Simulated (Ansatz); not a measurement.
# C2H9InS: a ladder of functionals and wavefunction methods

An exercise on one series of results from a longer session: the logs are not shown, and one member is left open.

The runs use Ansatz 0.2.0, Gaussian basis; functionals in def2-TZVPP, the program's frozen cores in correlated methods.

Plan: LDA (SPW92), PBE-D4, revPBE-D4, BLYP-D4, r2SCAN-D4, B97M-V, PBE0-D4, B3LYP-D4, r2SCANh-D4, r2SCAN0-D4, HSE06-D4, BHLYP-D4, CAM-B3LYP-D4, LC-ωPBE, ωB97X-V, ωB97M-V, B2PLYP, PBE-QIDH; CCSD(T)/def2-SVP; CCSD(T)/def2-TZVPP; MP2/def2-QZVPP; extrapolation to the limit; RPA on PBE.

## The relaxed structure

An earlier PBE0-D4 in a triple-zeta def2 set relaxation fixed the geometry. In takes the def2 core potential; no spin-orbit term is included.

SMILES `[CH3][InH-]([CH3])[SH2+]`, 13 atoms, charge 0, spin multiplicity 1.

Atoms are counted from 1 here; the program's logs count them from 0.

Bond lengths: C1–In2 2.171 Å, C1–H5 1.093 Å, C1–H6 1.092 Å, C1–H7 1.092 Å, In2–C3 2.166 Å, In2–S4 2.901 Å, In2–H8 1.741 Å, C3–H9 1.093 Å, C3–H10 1.092 Å, C3–H11 1.091 Å, S4–H12 1.343 Å, S4–H13 1.343 Å. Angles: In2–C1–H5 110.0°, In2–C1–H6 111.2°, In2–C1–H7 111.4°, H5–C1–H6 107.7°, H5–C1–H7 107.6°, H6–C1–H7 108.9°, C1–In2–C3 119.4°, C1–In2–S4 94.3°, C1–In2–H8 119.0°, C3–In2–S4 95.4°, C3–In2–H8 120.2°, S4–In2–H8 92.5°, In2–C3–H9 109.9°, In2–C3–H10 111.2°, In2–C3–H11 111.1°, H9–C3–H10 107.8°, H9–C3–H11 107.8°, H10–C3–H11 108.9° and more.

The first run:

The input, in.yaml:

```yaml
crystal:
  periodic: [false, false, false]
  atoms:
    - {symbol: C, position_ang: [-0.644171, 1.746277, -0.466927]}
    - {symbol: In, position_ang: [-0.379711, -0.398418, -0.675334]}
    - {symbol: C, position_ang: [1.622376, -1.212480, -0.816264]}
    - {symbol: S, position_ang: [-0.694582, -0.935180, 2.158520]}
    - {symbol: H, position_ang: [-0.619664, 2.222794, -1.450251]}
    - {symbol: H, position_ang: [0.155052, 2.185387, 0.134312]}
    - {symbol: H, position_ang: [-1.605167, 1.986116, -0.007350]}
    - {symbol: H, position_ang: [-1.754780, -1.380691, -1.092276]}
    - {symbol: H, position_ang: [1.959061, -1.192562, -1.855721]}
    - {symbol: H, position_ang: [2.329157, -0.627394, -0.224683]}
    - {symbol: H, position_ang: [1.649045, -2.249130, -0.476307]}
    - {symbol: H, position_ang: [-0.085164, 0.190518, 2.565865]}
    - {symbol: H, position_ang: [-1.911152, -0.369937, 2.221314]}
basis:
  gaussian: {orbitals: def2-TZVPP}
hamiltonian: {xc: lda}
output: {orbitals: {seedname: orbitals}}
```

Among the steps run: LDA; PBE-D4 (GGA); revPBE-D4 (GGA); BLYP-D4 (GGA); r2SCAN-D4 (meta-GGA); B97M-V (meta-GGA); PBE0-D4 (hybrid); B3LYP-D4 (hybrid); r2SCANh-D4 (hybrid); r2SCAN0-D4 (hybrid); HSE06-D4 (hybrid); BHLYP-D4 (hybrid); CAM-B3LYP-D4 (range-separated); LC-ωPBE-D4 (range-separated; the results give it without D4); ωB97X-V (range-separated); ωB97M-V (range-separated); B2PLYP (double hybrid); PBE-QIDH (double hybrid).

One table of the session follows, with a row left open; its other results are not shown here.

It belongs to the step «Orbital energies across the functionals». 

```
  functional  HOMO (eV)  gap (eV)
 LDA (SPW92)      -5.87      4.47
      PBE-D4      -5.69      4.39
   revPBE-D4      -5.62      4.37
     BLYP-D4      -5.54      4.31
   r2SCAN-D4      -5.90      4.90
      B97M-V      -5.94      4.82
     PBE0-D4      -6.83      6.54
    B3LYP-D4      -6.61      6.03
  r2SCANh-D4      -6.33      5.70
  r2SCAN0-D4      -6.99      6.88
    HSE06-D4      -6.44      5.76
    BHLYP-D4          ?         ?
CAM-B3LYP-D4      -8.15      8.67
     LC-ωPBE      -9.51     11.11
     ωB97X-V      -9.14     10.59
     ωB97M-V      -9.03     10.05
```

Q: Estimate the row for BHLYP-D4 from the others.

Worked estimate for «HOMO (eV)». Against the share of exact exchange, BLYP-D4 (0, -5.54), B3LYP-D4 (0.2, -6.61) give a slope of -5.35 per unit share; at 0.5 the line stands at -8.21.

As computed: HOMO (eV): -7.87; gap (eV): 8.25. In «HOMO (eV)» the line misses by -0.34.
